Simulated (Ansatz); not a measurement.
# GeF− (triplet): the correlation ladder, aug-cc-pVDZ

How much of the correlation energy of GeF− (triplet) does each wave-function method recover here?

Program: Ansatz 0.2.0, Gaussian basis. Level of theory: aug-cc-pVDZ, core rule «outside noble gas», up to 15 orbitals frozen. These are calculated values, not measurements.

To be run: UHF; CCSD(T) on ROHF; CCSD(T) on UHF; BCCD(T) on ROHF; CISD; CCSDT(Q) on ROHF; CCSDT(Q) on UHF; CASSCF and MRCISD+Q, 12 electrons in 8 orbitals; CASSCF and NEVPT4(SD), 12 electrons in 8 orbitals; CASSCF and NEVPT2, 12 electrons in 8 orbitals.

19 further runs of the same task are left out: 4 for a known fault of the program, 4 that didn't finish, 11 set aside as unsound or not needed.

## Step 1: What is computed

The geometry is a PBE0/def2-TZVPD stationary point (not a proven minimum). No spin-orbit coupling is included. The filled d shell of Ge may be among the frozen orbitals whatever the setting's name suggests; the logs give the count.

2 atoms, charge -1, spin multiplicity 3.

Atoms are counted from 1 here; the program's logs count them from 0.

Bond lengths: Ge1–F2 1.863 Å.

As a file:

```xyz
2

Ge    0.0000    0.0000    0.0000
F     0.0000    0.0000    1.8627
```

## Step 2: UHF

Input file in.yaml:

```yaml
crystal:
  periodic: [false, false, false]
  atoms:
    - {symbol: Ge, position_ang: [0.000000, 0.000000, 0.000000]}
    - {symbol: F, position_ang: [0.000000, 0.000000, 1.862700]}
basis:
  gaussian: {orbitals: aug-cc-pVDZ}
total_charge: -1
magnetization: {spin_polarized: true, initial_magnetization: 2}
hamiltonian: {xc: hf}
output: {orbitals: {seedname: orbitals}}
```

Launch:

```sh
$ ansatz run in.yaml --threads 1 --pin off --events-out ev --progress --plain --max-ram 2393MiB
```

After this run come: CCSD(T) on ROHF; CCSD(T) on UHF; BCCD(T) on ROHF; CISD; CCSDT(Q) on ROHF; CCSDT(Q) on UHF; CASSCF and MRCISD+Q, 12 electrons in 8 orbitals; CASSCF and NEVPT4(SD), 12 electrons in 8 orbitals; CASSCF and NEVPT2, 12 electrons in 8 orbitals.

Before running them: what should the planned runs give, taken together? Wanted: UCCSDT(Q) below the RHF energy; RMP2 from UCCSDT(Q); UMP2 from UCCSDT(Q); RCCSD from UCCSDT(Q); RCCSD(T) from UCCSDT(Q); UCCSD(T) from UCCSDT(Q); RCCSDT(Q) from UCCSDT(Q); NEVPT2 valence from UCCSDT(Q); NEVPT4(SD) valence from UCCSDT(Q).

**Answer**, as computed:

| quantity | value |
| --- | --- |
| UCCSDT(Q) below the RHF energy | -8.2999 eV |
| RMP2 from UCCSDT(Q) | +56.1 kJ/mol |
| UMP2 from UCCSDT(Q) | +57.7 kJ/mol |
| RCCSD from UCCSDT(Q) | +25.7 kJ/mol |
| RCCSD(T) from UCCSDT(Q) | +3.9 kJ/mol |
| UCCSD(T) from UCCSDT(Q) | +3.5 kJ/mol |
| RCCSDT(Q) from UCCSDT(Q) | +1.0 kJ/mol |
| NEVPT2 valence from UCCSDT(Q) | +129.1 kJ/mol |
| NEVPT4(SD) valence from UCCSDT(Q) | +20.0 kJ/mol |
| MRCISD+Q valence from UCCSDT(Q) | +15.0 kJ/mol |
| levels within 1 kcal/mol (43 meV) | RCCSD(T), UCCSD(T), BCCD(T), RCCSDT, UCCSDT, RCCSDT(Q) |
| T1 diagnostic | 0.021 |
| effectively unpaired electrons | 2.00 |

What this shows: RCCSD(T) misses by +3.9 kJ/mol, 0.5 % of the correlation energy. One determinant dominates. Of the multireference levels listed MRCISD+Q valence comes nearest in total energy (+15.0 kJ/mol), which doesn't show that its space is the better one. These misses are within one basis, not against nature; the frozen cores of restricted and unrestricted runs differ, which can shift their rows.
